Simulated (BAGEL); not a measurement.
# InHCl2O (SMILES [OH][In]([Cl])[Cl]): a chain of runs

We compute a single-point energy (HF/x2c-SVPall), then a single-point energy (NEVPT2(2,2)/x2c-SVPall) of InHCl2O. 

The calculation is run with BAGEL 1.2.2.

1 further run of the same task is left out (set aside as unsound or not needed).

## 1. The molecule

The species is InHCl2O (5 atoms), meant as a singlet with charge 0. SMILES: `[OH][In]([Cl])[Cl]`. The O1–H5 distance was set to 1.298 Å, away from the relaxed value.

Bond lengths: O1–In2 1.961 Å, In2–Cl3 2.307 Å, In2–Cl4 2.290 Å. Angles: O1–In2–Cl3 119.6°, O1–In2–Cl4 119.8°, Cl3–In2–Cl4 120.6°. A long bond or contact: O1–H5 1.298 Å.

## 2. A single-point energy at HF/x2c-SVPall (DKH2, density fitting with AutoAux) (run 1)

The input, calc.json:

```json
{ "bagel": [

{
  "title": "molecule",
  "basis": "x2c-svpall.json",
  "df_basis": "x2c-svpall-autoaux.json",
  "angstrom": "true",
  "dkh": "true",
  "geometry": [
    { "atom": "O", "xyz": [   -0.589770,    1.348863,   -0.306726 ] },
    { "atom": "In", "xyz": [   -0.329870,   -0.594237,   -0.270326 ] },
    { "atom": "Cl", "xyz": [    1.480630,   -1.481937,    0.850374 ] },
    { "atom": "Cl", "xyz": [   -1.822570,   -1.962937,   -1.340126 ] },
    { "atom": "H", "xyz": [    0.343600,    1.971200,    0.347200 ] }
  ]
},
{
  "title": "hf"
},
{
  "title": "print",
  "file": "orbitals.molden",
  "orbitals": "true"
}

]}
```

The basis set x2c-SVPall is read from a file made from the Basis Set Exchange's data (not shown).

Started as:

```bash
BAGEL_NUM_THREADS=1 BAGEL calc.json > calc.out
```

The log of the run:

```text
* using 1 threads per process

  ===============================================================
  ===============================================================

  *** Geometry ***

  { "atom" : "O", "xyz" : [     -1.114504,      2.548982,     -0.579628 ] },
  { "atom" : "In", "xyz" : [     -0.623364,     -1.122945,     -0.510842 ] },
  { "atom" : "Cl", "xyz" : [      2.797985,     -2.800455,      1.606974 ] },
  { "atom" : "Cl", "xyz" : [     -3.444158,     -3.709413,     -2.532471 ] },
  { "atom" : "H", "xyz" : [      0.649310,      3.725028,      0.656113 ] },

  Number of auxiliary basis functions:      815

  Since a DF basis is specified, we compute 2- and 3-index integrals:
    o Being stored without compression. Storage requirement is 0.054 GB

  Number of basis functions:       91
  Number of electrons      :       92

    * METHOD: MOLECULE                             0.52

  *** RHF ***

  === Nuclear Repulsion ===
   583.7774331957

      * DIIS with orbital gradients will be used.

  === RHF iteration (x2c-svpall.json) ===
      0      -6872.91701705          0.01766742           0.27
      1      -6872.96991171          0.01668333           0.25
      2      -6873.13797263          0.00119898           0.25
      3      -6873.13950607          0.00043351           0.26
      4      -6873.13979039          0.00013784           0.25
      5      -6873.13982145          0.00003757           0.24
      6      -6873.13982423          0.00000947           0.25
      7      -6873.13982441          0.00000174           0.25
      8      -6873.13982441          0.00000080           0.24
      9      -6873.13982441          0.00000045           0.24
     10      -6873.13982442          0.00000018           0.24
     11      -6873.13982442          0.00000006           0.24
     12      -6873.13982442          0.00000002           0.26
     13      -6873.13982442          0.00000001           0.25
    * SCF iteration converged.

    * Permanent dipole moment:
           (   -0.437876,    -0.443582,    -0.318708) a.u.

    * METHOD: HF                                   4.13

    * METHOD: PRINT                                0.03

  ===============================================================
```

It took 5.1 s on 1 thread of AMD EPYC 9B14 (Zen 4), shared host; peak memory 0.25 GiB.

## 3. The energy at NEVPT2(2,2)/x2c-SVPall (DKH2, density fitting with AutoAux) (run 2)

The input, nevpt2.json:

```json
{ "bagel" : [

{
  "title" : "molecule",
  "basis" : "x2c-svpall.json",
  "df_basis" : "x2c-svpall-autoaux.json",
  "angstrom" : true,
  "dkh" : true,
  "geometry" : [
    { "atom" : "O", "xyz" : [      -0.589770,       1.348863,      -0.306726 ] },
    { "atom" : "In", "xyz" : [      -0.329870,      -0.594237,      -0.270326 ] },
    { "atom" : "Cl", "xyz" : [       1.480630,      -1.481937,       0.850374 ] },
    { "atom" : "Cl", "xyz" : [      -1.822570,      -1.962937,      -1.340126 ] },
    { "atom" : "H", "xyz" : [       0.343600,       1.971200,       0.347200 ] }
  ]
},

{
  "title" : "hf"
},

{
  "title" : "casscf",
  "nstate" : 1,
  "nact" : 2,
  "nclosed" : 45,
  "active" : [39, 49],
  "maxiter" : 200,
  "natocc" : true
},

{
  "title" : "nevpt2",
  "nstate" : 1,
  "nact" : 2,
  "nclosed" : 45,
  "active" : [39, 49],
  "maxiter" : 200,
  "natocc" : true,
  "ncore" : 29
},

{
  "title" : "print",
  "file" : "orbitals.molden",
  "orbitals" : true
}

]}
```

The basis set x2c-SVPall is read from a file made from the Basis Set Exchange's data (not shown).

Started as:

```bash
BAGEL_NUM_THREADS=1 BAGEL nevpt2.json > nevpt2.out
```

The log of the run:

```text
* using 1 threads per process

  ===============================================================
  ===============================================================

  *** Geometry ***

  { "atom" : "O", "xyz" : [     -1.114504,      2.548982,     -0.579628 ] },
  { "atom" : "In", "xyz" : [     -0.623364,     -1.122945,     -0.510842 ] },
  { "atom" : "Cl", "xyz" : [      2.797985,     -2.800455,      1.606974 ] },
  { "atom" : "Cl", "xyz" : [     -3.444158,     -3.709413,     -2.532471 ] },
  { "atom" : "H", "xyz" : [      0.649310,      3.725028,      0.656113 ] },

  Number of auxiliary basis functions:      815

  Since a DF basis is specified, we compute 2- and 3-index integrals:
    o Being stored without compression. Storage requirement is 0.054 GB

  Number of basis functions:       91
  Number of electrons      :       92

    * METHOD: MOLECULE                             0.52

  *** RHF ***

  === Nuclear Repulsion ===
   583.7774331957

      * DIIS with orbital gradients will be used.

  === RHF iteration (x2c-svpall.json) ===
      0      -6872.91701705          0.01766742           0.33
      1      -6872.96991171          0.01668333           0.29
      2      -6873.13797263          0.00119898           0.34
      3      -6873.13950607          0.00043351           0.26
      4      -6873.13979039          0.00013784           0.27
      5      -6873.13982145          0.00003757           0.25
      6      -6873.13982423          0.00000947           0.32
      7      -6873.13982441          0.00000174           0.25
      8      -6873.13982441          0.00000080           0.24
      9      -6873.13982441          0.00000045           0.24
     10      -6873.13982442          0.00000018           0.25
     11      -6873.13982442          0.00000006           0.25
     12      -6873.13982442          0.00000002           0.25
     13      -6873.13982442          0.00000001           0.25
    * SCF iteration converged.

    * Permanent dipole moment:
           (   -0.437876,    -0.443582,    -0.318708) a.u.

    * METHOD: HF                                   4.48

  ---------------------------
      CASSCF calculation
  ---------------------------

    ==== Active orbitals : =====
         Orbital 39
         Orbital 49
    ============================

    * nstate   :      1
    * nclosed  :     45
    * nact     :      2
    * nvirt    :     44
  === CASSCF iteration (x2c-svpall.json) ===

    * Using the second-order algorithm

      0  0     -6873.14207253     3.77e-04      0.05

      1  0     -6873.17407228     1.97e-03      1.08

      2  0     -6873.17730372     3.67e-04      1.30

      3  0     -6873.17741253     1.81e-04      1.30

      4  0     -6873.17742346     7.35e-05      1.34

      5  0     -6873.17742501     2.88e-05      1.31

      6  0     -6873.17742523     1.12e-05      1.40

      7  0     -6873.17742527     4.30e-06      1.48

      8  0     -6873.17742527     1.65e-06      1.28

      9  0     -6873.17742527     6.36e-07      1.47

     10  0     -6873.17742527     2.44e-07      1.35

     11  0     -6873.17742527     9.39e-08      1.24

     12  0     -6873.17742527     3.61e-08      1.18

     13  0     -6873.17742527     1.39e-08      1.14

     14  0     -6873.17742527     5.33e-09      1.31

    * Second-order optimization converged. *

     guess   0:   closed 1.                   open ..

  === FCI iteration ===

      0  0     -6873.13832341     1.02e-01      0.00
      1  0     -6873.17706199     8.07e-03      0.00
      2  0 *   -6873.17742527     1.02e-15      0.00

     * ci vector, state   0, <S^2> = 0.0000
       2.     0.9819567631
       .2    -0.1891055667

    * METHOD: CASSCF                              18.90

    * freezing 29 orbitals

  === DF-NEVPT2 calculation ===

    * 3-index integral transformation done
    * assembly done

      NEVPT2 correlation energy:   -0.5285118843      0.13

          (+0)     -0.4237074224
          (+0)'    -0.0572877488
          (+1)     -0.0074441031
          (+1)'    -0.0000035177
          (+2)     -0.0006954698
          (-1)     -0.0343169788
          (-1)'    -0.0000471429
          (-2)     -0.0050095008

      NEVPT2 total energy:       -6873.7059371581

    * METHOD: NEVPT2                               0.48

    * METHOD: PRINT                                0.03

  ===============================================================
```

Wall time 25 s (1 thread of AMD EPYC 9B14 (Zen 4), shared host); peak memory 0.28 GiB.

## 4. Summary of results

```
                                   quantity           value
         run 1, HF/x2c-SVPall: total energy  -6873.13982 Eh
        run 1, HF/x2c-SVPall: dipole moment          1.78 D
          run 1, HF/x2c-SVPall: HOMO energy       -12.42 eV
          run 1, HF/x2c-SVPall: LUMO energy         0.85 eV
        run 1, HF/x2c-SVPall: HOMO–LUMO gap        13.27 eV
run 2, NEVPT2(2,2)/x2c-SVPall: total energy  -6873.70594 Eh
```
